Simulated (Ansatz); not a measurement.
A nudged elastic band was laid between two geometries of a periodic cell of 63 atoms, Si (host Si, host structure diamond, one Si atom removed), cell charge +1.

All numbers below come from DFT PBE-D3(BJ), scalar-relativistic, plane waves, PAW in Ansatz. Settings: PAW set soft_1, cutoff 420 eV, k mesh 1x1x1, gaussian smearing 0.02 eV, spin collinear.

```
movable images  : 5
climbing image  : yes
spring          : 2.0 to 10.0 eV/Å², energy-weighted
optimiser       : quadratic models (default)
start path      : IDPP
force threshold : 0.03 eV/Å
iteration limit : 17
end points      : relaxed
```

Initial state:

```xyz
63
Lattice="10.8600 0.0000 0.0000 0.0000 10.8600 0.0000 0.0000 0.0000 10.8600" Properties=species:S:1:pos:R:3
Si 5.450 -0.017 0.018
Si 6.790 1.364 1.359
Si 8.150 2.718 -0.002
Si 9.492 4.085 1.350
Si 8.110 -0.027 2.713
Si 9.486 1.355 4.071
Si -0.011 -0.005 0.008
Si 1.367 1.343 1.344
Si 2.714 2.718 0.000
Si 4.076 4.073 1.350
Si 5.426 5.434 -0.007
Si 6.709 6.823 1.380
Si 8.119 8.147 0.020
Si 9.486 9.496 1.366
Si 2.749 -0.022 2.734
Si 4.074 1.374 4.074
Si 5.432 2.721 2.710
Si 6.791 4.079 4.061
Si 8.117 5.461 2.706
Si 9.486 6.805 4.055
Si 5.422 0.005 5.425
Si 6.800 1.359 6.780
Si 8.149 2.724 5.424
Si 9.504 4.079 6.785
Si 8.150 0.003 8.143
Si 9.503 1.363 9.499
Si -0.006 5.436 -0.004
Si 1.351 6.793 1.353
Si 2.751 8.128 0.024
Si 4.110 9.472 1.393
Si 0.013 2.719 2.710
Si 1.365 4.099 4.078
Si 2.751 5.466 2.691
Si 4.112 6.834 4.038
Si 6.694 9.468 4.033
Si -0.008 0.006 5.425
Si 1.350 1.363 6.784
Si 2.711 2.726 5.424
Si 4.057 4.086 6.776
Si 5.453 5.458 5.405
Si 6.793 6.798 6.786
Si 8.113 8.153 5.397
Si 9.489 9.512 6.776
Si 2.710 0.004 8.148
Si 4.056 1.356 9.507
Si 5.445 2.718 8.139
Si 6.798 4.078 9.501
Si 8.149 5.435 8.141
Si 9.490 6.789 9.505
Si 0.000 8.150 2.711
Si 1.349 9.508 4.070
Si -0.012 5.447 5.415
Si 1.366 6.782 6.765
Si 2.748 8.173 5.402
Si 4.074 9.514 6.796
Si 0.003 2.721 8.142
Si 1.351 4.079 9.501
Si 2.713 5.437 8.138
Si 4.075 6.788 9.490
Si 5.432 8.150 8.142
Si 6.791 9.502 9.499
Si 0.013 8.148 8.140
Si 1.364 9.516 9.520
```

Final state:

Only the atoms that move by more than 0.05 Å are listed.
```
Si1 5.352 -0.036 0.036
Si2 6.754 1.321 1.372
Si12 6.780 6.795 1.366
Si15 2.751 -0.036 2.637
Si16 4.087 1.321 4.039
Si28 1.394 6.821 1.372
Si29 2.751 8.223 0.036
Si30 5.395 8.180 2.680
Si34 4.081 6.795 4.065
Si35 6.780 9.494 4.065
Si51 1.394 9.488 4.039
Si59 4.087 6.821 9.539
Si61 6.754 9.488 9.539
```

Q: Which bonds break or form, and what moves?

A: The atom that moves furthest is Si30, by 2.23 Å; four of its nearest neighbours are Si15 2.35, Si29 2.35, Si1 2.36, Si35 3.69 Å at the first end and Si35 2.36, Si34 2.36, Si12 2.36, Si15 3.74 Å at the last.

Q: Give the energies along the band, and the barrier.

A: The forces met the threshold. The highest image is number 3 of 0 to 6, 0.43 eV above the ends, which have the same energy within 2 meV. The order of the point at the top wasn't checked. Limits of this set-up: coarse k mesh, a typed lattice constant that wasn't relaxed here, charged cell in a uniform background, uncorrected.

| image | path coordinate (Å) | energy (eV) | Si1–Si30 (Å) | Si15–Si30 (Å) | Si29–Si30 (Å) |
| --- | --- | --- | --- | --- | --- |
| 0 | 0.00 | 0.00 | 2.36 | 2.35 | 2.35 |
| 1 | 0.62 | 0.14 | 2.43 | 2.47 | 2.47 |
| 2 | 0.98 | 0.33 | 2.59 | 2.60 | 2.63 |
| 3 | 1.26 | 0.43 | 2.79 | 2.80 | 2.83 |
| 4 | 1.56 | 0.33 | 2.98 | 3.01 | 3.03 |
| 5 | 1.92 | 0.13 | 3.22 | 3.34 | 3.31 |
| 6 | 2.59 | 0.00 | 3.74 | 3.74 | 3.74 |

Q: What is the geometry of the highest image?

A: 
```xyz
63
Lattice="10.8600 0.0000 0.0000 0.0000 10.8600 0.0000 0.0000 0.0000 10.8600" Properties=species:S:1:pos:R:3
Si 5.473 -0.132 0.119
Si 6.804 1.372 1.359
Si 8.159 2.725 -0.017
Si 9.484 4.104 1.366
Si 8.151 0.017 2.703
Si 9.501 1.376 4.091
Si 0.025 -0.010 0.012
Si 1.433 1.286 1.376
Si 2.734 2.689 0.018
Si 4.074 4.076 1.358
Si 5.429 5.416 -0.021
Si 6.656 6.930 1.309
Si 8.164 8.150 -0.024
Si 9.507 9.506 1.355
Si 2.840 -0.132 2.756
Si 4.072 1.377 4.089
Si 5.427 2.716 2.710
Si 6.766 4.104 4.051
Si 8.063 5.511 2.693
Si 9.474 6.804 4.056
Si 5.416 0.017 5.435
Si 6.808 1.373 6.781
Si 8.134 2.750 5.414
Si 9.502 4.081 6.789
Si 8.152 0.025 8.142
Si 9.527 1.356 9.515
Si 0.000 5.417 -0.021
Si 1.350 6.776 1.367
Si 2.817 8.104 0.096
Si 4.758 8.827 2.025
Si 0.013 2.692 2.704
Si 1.342 4.068 4.086
Si 2.698 5.421 2.710
Si 4.031 6.920 3.954
Si 6.683 9.549 3.973
Si -0.007 0.021 5.437
Si 1.369 1.355 6.807
Si 2.700 2.728 5.440
Si 4.073 4.100 6.779
Si 5.411 5.502 5.355
Si 6.776 6.800 6.760
Si 8.083 8.161 5.367
Si 9.489 9.519 6.780
Si 2.725 -0.007 8.171
Si 4.091 1.287 9.578
Si 5.428 2.690 8.153
Si 6.801 4.064 9.488
Si 8.133 5.437 8.122
Si 9.509 6.770 9.492
Si -0.006 8.146 2.714
Si 1.338 9.503 4.090
Si -0.027 5.437 5.413
Si 1.349 6.769 6.785
Si 2.697 8.156 5.442
Si 4.069 9.509 6.796
Si 0.000 2.712 8.140
Si 1.367 4.043 9.515
Si 2.692 5.420 8.147
Si 4.084 6.775 9.493
Si 5.432 8.144 8.134
Si 6.806 9.497 9.486
Si 0.012 8.134 8.148
Si 1.417 9.492 9.563
```

The band took 8 iterations and about 50 core-minutes.

The run took 20 min on 4 threads of Arm Neoverse V1 (shared host), peak memory 5.8 GiB.
